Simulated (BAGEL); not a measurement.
# doublet C2H4F2Si+ at 5 levels

We compute a comparison of 5 runs (UHF/STO-3G, UHF/3-21G, ROHF/6-31G*, ROHF/cc-pVDZ, UHF/cc-pVDZ) of doublet C2H4F2Si+. 

The calculation is run with BAGEL 1.2.2.

3 further runs of the same task are left out: 2 that didn't finish, 1 set aside as unsound or not needed.

## Step 1: The system as given

C2H4F2Si+ has 9 atoms, charge +1, and is taken as a doublet. SMILES of the parent species: `FC(F)=C[SiH3]`. Geometry: relaxed at GFN2-xTB. That shape belongs to the parent species and isn't relaxed for this state.

Bond lengths: F1–C2 1.334 Å, C2–F3 1.330 Å, C2–C4 1.312 Å, C4–Si5 1.884 Å, C4–H6 1.078 Å, Si5–H7 1.458 Å, Si5–H8 1.464 Å, Si5–H9 1.464 Å. Some angles: F1–C2–F3 108.3°, F1–C2–C4 125.8°, F3–C2–C4 125.9°, C2–C4–Si5 124.1°, C2–C4–H6 115.9°, Si5–C4–H6 119.9°, C4–Si5–H7 109.7°, C4–Si5–H8 107.0°, C4–Si5–H9 106.9°, H7–Si5–H8 111.3°.

## Step 2: A single-point energy at UHF/STO-3G (density fitting with qzvpp-jkfit) (run 1)

Input file calc.json:

```json
{ "bagel": [

{
  "title": "molecule",
  "basis": "sto-3g",
  "df_basis": "qzvpp-jkfit",
  "angstrom": true,
  "geometry": [
    { "atom": "F", "xyz": [    2.738230,    0.193230,    0.205380 ] },
    { "atom": "C", "xyz": [    1.473310,   -0.212490,    0.079970 ] },
    { "atom": "F", "xyz": [    1.469660,   -1.536390,   -0.047280 ] },
    { "atom": "C", "xyz": [    0.414840,    0.563250,    0.082810 ] },
    { "atom": "Si", "xyz": [   -1.353520,   -0.060240,   -0.098070 ] },
    { "atom": "H", "xyz": [    0.603700,    1.618460,    0.197220 ] },
    { "atom": "H", "xyz": [   -1.353190,   -1.513090,   -0.225470 ] },
    { "atom": "H", "xyz": [   -1.911780,    0.578080,   -1.291650 ] },
    { "atom": "H", "xyz": [   -2.081250,    0.369200,    1.097090 ] }
  ]
},
{ "title": "uhf", "charge": 1, "nopen": 1 },
{ "title": "print", "file": "orbitals.molden", "orbitals": true }

]}
```

On the command line:

```
$ BAGEL_NUM_THREADS=1 BAGEL calc.json > calc.out
```

The log of the run:

```text
* using 1 threads per process

  ===============================================================
  ===============================================================

  *** Geometry ***

  { "atom" : "F", "xyz" : [      5.174505,      0.365152,      0.388112 ] },
  { "atom" : "C", "xyz" : [      2.784152,     -0.401548,      0.151121 ] },
  { "atom" : "F", "xyz" : [      2.777255,     -2.903356,     -0.089346 ] },
[... 5 lines of this table left out ...]
  { "atom" : "H", "xyz" : [     -3.932992,      0.697687,      2.073200 ] },

  Number of auxiliary basis functions:      504

  Since a DF basis is specified, we compute 2- and 3-index integrals:
    o Being stored without compression. Storage requirement is 0.004 GB

  Number of basis functions:       33
  Number of electrons      :       48

    * METHOD: MOLECULE                             0.16

  *** Open-shell HF ***

  === Nuclear Repulsion ===
   218.1589200964

      * DIIS with orbital gradients will be used.

  === UHF iteration (sto-3g) ===
      0       -558.34864410          0.04681986           0.05
      1       -558.50888563          0.02036005           0.05
      2       -558.53465006          0.00810722           0.05
[... 13 lines of this table left out ...]
     16       -558.53963178          0.00000001           0.05
    * SCF iteration converged.

    * S^2 (UHF) is 0.7575

    * Permanent dipole moment:
           (    0.019676,    -0.618754,    -0.057432) a.u.

    * METHOD: UHF                                  0.89

    * METHOD: PRINT                                0.00

  ===============================================================
```

Wall time 1.2 s (1 thread of Arm Neoverse V2, shared host); peak memory 0.081 GiB.

## Step 3: A single-point energy at UHF/3-21G (density fitting with qzvpp-jkfit) (run 2)

Input file input.json:

```json
{ "bagel" : [

{
  "title" : "molecule",
  "basis" : "3-21g",
  "df_basis" : "qzvpp-jkfit",
  "angstrom" : true,
  "geometry" : [
    { "atom" : "F", "xyz" : [    2.738230,    0.193230,    0.205380 ] },
    { "atom" : "C", "xyz" : [    1.473310,   -0.212490,    0.079970 ] },
    { "atom" : "F", "xyz" : [    1.469660,   -1.536390,   -0.047280 ] },
    { "atom" : "C", "xyz" : [    0.414840,    0.563250,    0.082810 ] },
    { "atom" : "Si", "xyz" : [   -1.353520,   -0.060240,   -0.098070 ] },
    { "atom" : "H", "xyz" : [    0.603700,    1.618460,    0.197220 ] },
    { "atom" : "H", "xyz" : [   -1.353190,   -1.513090,   -0.225470 ] },
    { "atom" : "H", "xyz" : [   -1.911780,    0.578080,   -1.291650 ] },
    { "atom" : "H", "xyz" : [   -2.081250,    0.369200,    1.097090 ] }
  ]
},
{ "title" : "uhf", "charge" : 1, "nopen" : 1 },
{ "title" : "print", "file" : "orbitals.molden", "orbitals" : true }

]}
```

On the command line:

```
$ BAGEL_NUM_THREADS=1 BAGEL input.json > input.out
```

The log of the run:

```text
* using 1 threads per process

  ===============================================================
  ===============================================================

  *** Geometry ***

  { "atom" : "F", "xyz" : [      5.174505,      0.365152,      0.388112 ] },
  { "atom" : "C", "xyz" : [      2.784152,     -0.401548,      0.151121 ] },
  { "atom" : "F", "xyz" : [      2.777255,     -2.903356,     -0.089346 ] },
[... 5 lines of this table left out ...]
  { "atom" : "H", "xyz" : [     -3.932992,      0.697687,      2.073200 ] },

  Number of auxiliary basis functions:      504

  Since a DF basis is specified, we compute 2- and 3-index integrals:
    o Being stored without compression. Storage requirement is 0.013 GB

  Number of basis functions:       57
  Number of electrons      :       48

    * METHOD: MOLECULE                             0.17

  *** Open-shell HF ***

  === Nuclear Repulsion ===
   218.1589200964

      * DIIS with orbital gradients will be used.

  === UHF iteration (3-21g) ===
      0       -562.26148752          0.04923716           0.09
      1       -562.39155060          0.03291074           0.09
      2       -562.42804412          0.02171213           0.09
[... 16 lines of this table left out ...]
     19       -562.45317558          0.00000001           0.09
    * SCF iteration converged.

    * S^2 (UHF) is 0.7552

    * Permanent dipole moment:
           (    0.499035,    -1.003086,    -0.061458) a.u.

    * METHOD: UHF                                  1.87

    * METHOD: PRINT                                0.01

  ===============================================================
```

It took 2.2 s on 1 thread of Arm Neoverse V2, shared host; peak memory 0.093 GiB.

Run 3 isn't shown in full; the table further down has it.

## Step 4: The energy at ROHF/cc-pVDZ (density fitting with qzvpp-jkfit) (run 4)

Input file job.json:

```json
{ "bagel": [

{
  "title": "molecule",
  "basis": "cc-pvdz.json",
  "df_basis": "qzvpp-jkfit",
  "angstrom": "true",
  "geometry": [
    { "atom": "F", "xyz": [       2.738230,       0.193230,       0.205380 ] },
    { "atom": "C", "xyz": [       1.473310,      -0.212490,       0.079970 ] },
    { "atom": "F", "xyz": [       1.469660,      -1.536390,      -0.047280 ] },
    { "atom": "C", "xyz": [       0.414840,       0.563250,       0.082810 ] },
    { "atom": "Si", "xyz": [      -1.353520,      -0.060240,      -0.098070 ] },
    { "atom": "H", "xyz": [       0.603700,       1.618460,       0.197220 ] },
    { "atom": "H", "xyz": [      -1.353190,      -1.513090,      -0.225470 ] },
    { "atom": "H", "xyz": [      -1.911780,       0.578080,      -1.291650 ] },
    { "atom": "H", "xyz": [      -2.081250,       0.369200,       1.097090 ] }
  ]
},

{
  "title": "rohf",
  "charge": 1,
  "nopen": 1
},

{
  "title": "print",
  "file": "orbitals.molden",
  "orbitals": "true"
}

]}
```

The basis set cc-pVDZ is read from a file made from the Basis Set Exchange's data (not shown).

On the command line:

```
$ BAGEL_NUM_THREADS=1 BAGEL job.json > job.out
```

The log of the run:

```text
* using 1 threads per process

  ===============================================================
  ===============================================================

  *** Geometry ***

  { "atom" : "F", "xyz" : [      5.174505,      0.365152,      0.388112 ] },
  { "atom" : "C", "xyz" : [      2.784152,     -0.401548,      0.151121 ] },
  { "atom" : "F", "xyz" : [      2.777255,     -2.903356,     -0.089346 ] },
[... 5 lines of this table left out ...]
  { "atom" : "H", "xyz" : [     -3.932992,      0.697687,      2.073200 ] },

  Number of auxiliary basis functions:      504

  Since a DF basis is specified, we compute 2- and 3-index integrals:
    o Being stored without compression. Storage requirement is 0.036 GB

  Number of basis functions:       94
  Number of electrons      :       48

    * METHOD: MOLECULE                             0.23

  *** Open-shell HF ***

  === Nuclear Repulsion ===
   218.1589200964

      * DIIS with orbital gradients will be used.

  === ROHF iteration (cc-pvdz.json) ===
      0       -565.27784165          0.03116967           0.16
      1       -565.42205547          0.02150854           0.16
      2       -565.47139031          0.01379876           0.16
[... 14 lines of this table left out ...]
     17       -565.51104588          0.00000000           0.16
    * SCF iteration converged.

    * S^2 (ROHF) is 0.7500

    * Permanent dipole moment:
           (    0.485023,    -0.944171,    -0.057157) a.u.

    * METHOD: ROHF                                 3.05

    * METHOD: PRINT                                0.01

  ===============================================================
```

It took 3.6 s on 1 thread of Arm Neoverse V2, shared host; peak memory 0.14 GiB.

## Step 5: The energy at UHF/cc-pVDZ (density fitting with qzvpp-jkfit) (run 5)

Input file hf.json:

```json
{ "bagel" : [

{
  "title" : "molecule",
  "basis" : "cc-pvdz.json",
  "df_basis" : "qzvpp-jkfit",
  "angstrom" : "true",
  "geometry" : [
    { "atom" : "F", "xyz" : [       2.738230,       0.193230,       0.205380 ] },
    { "atom" : "C", "xyz" : [       1.473310,      -0.212490,       0.079970 ] },
    { "atom" : "F", "xyz" : [       1.469660,      -1.536390,      -0.047280 ] },
    { "atom" : "C", "xyz" : [       0.414840,       0.563250,       0.082810 ] },
    { "atom" : "Si", "xyz" : [      -1.353520,      -0.060240,      -0.098070 ] },
    { "atom" : "H", "xyz" : [       0.603700,       1.618460,       0.197220 ] },
    { "atom" : "H", "xyz" : [      -1.353190,      -1.513090,      -0.225470 ] },
    { "atom" : "H", "xyz" : [      -1.911780,       0.578080,      -1.291650 ] },
    { "atom" : "H", "xyz" : [      -2.081250,       0.369200,       1.097090 ] }
  ]
},

{
  "title" : "uhf",
  "charge" : 1,
  "nopen" : 1
},

{
  "title" : "print",
  "file" : "orbitals.molden",
  "orbitals" : "true"
}

]}
```

The basis set cc-pVDZ is read from a file made from the Basis Set Exchange's data (not shown).

On the command line:

```
$ BAGEL_NUM_THREADS=1 BAGEL hf.json > hf.out
```

The log of the run:

```text
* using 1 threads per process

  ===============================================================
  ===============================================================

  *** Geometry ***

  { "atom" : "F", "xyz" : [      5.174505,      0.365152,      0.388112 ] },
  { "atom" : "C", "xyz" : [      2.784152,     -0.401548,      0.151121 ] },
  { "atom" : "F", "xyz" : [      2.777255,     -2.903356,     -0.089346 ] },
[... 5 lines of this table left out ...]
  { "atom" : "H", "xyz" : [     -3.932992,      0.697687,      2.073200 ] },

  Number of auxiliary basis functions:      504

  Since a DF basis is specified, we compute 2- and 3-index integrals:
    o Being stored without compression. Storage requirement is 0.036 GB

  Number of basis functions:       94
  Number of electrons      :       48

    * METHOD: MOLECULE                             0.23

  *** Open-shell HF ***

  === Nuclear Repulsion ===
   218.1589200964

      * DIIS with orbital gradients will be used.

  === UHF iteration (cc-pvdz.json) ===
      0       -565.27784165          0.03116967           0.16
      1       -565.42543479          0.02145595           0.16
      2       -565.47478342          0.01369770           0.15
[... 16 lines of this table left out ...]
     19       -565.51366316          0.00000001           0.16
    * SCF iteration converged.

    * S^2 (UHF) is 0.7557

    * Permanent dipole moment:
           (    0.481695,    -0.940019,    -0.056947) a.u.

    * METHOD: UHF                                  3.29

    * METHOD: PRINT                                0.01

  ===============================================================
```

Run time: 3.9 s. Hardware: 1 thread of Arm Neoverse V2, shared host; peak memory 0.14 GiB.

## Step 6: Overview of the runs

```
run                                                                level  energy (Eh)   ⟨S²⟩  wall time
  1                        UHF/STO-3G (density fitting with qzvpp-jkfit)  -558.539632  0.757      1.2 s
  2                         UHF/3-21G (density fitting with qzvpp-jkfit)  -562.453176  0.755      2.2 s
  3  ROHF/6-31G* (density fitting with qzvpp-jkfit, spherical functions)  -565.478899  0.750      2.9 s
  4                      ROHF/cc-pVDZ (density fitting with qzvpp-jkfit)  -565.511046  0.750      3.6 s
  5                       UHF/cc-pVDZ (density fitting with qzvpp-jkfit)  -565.513663  0.756      3.9 s
```

## Step 7: Summary of results

| quantity | value |
| --- | --- |
| run 5: total energy | -565.51366 Eh |
| run 5: ⟨S²⟩ | 0.756 |

What this shows: In run 1 the basis is minimal, so the values are rough. All runs together took 14 s, the longest 3.9 s.
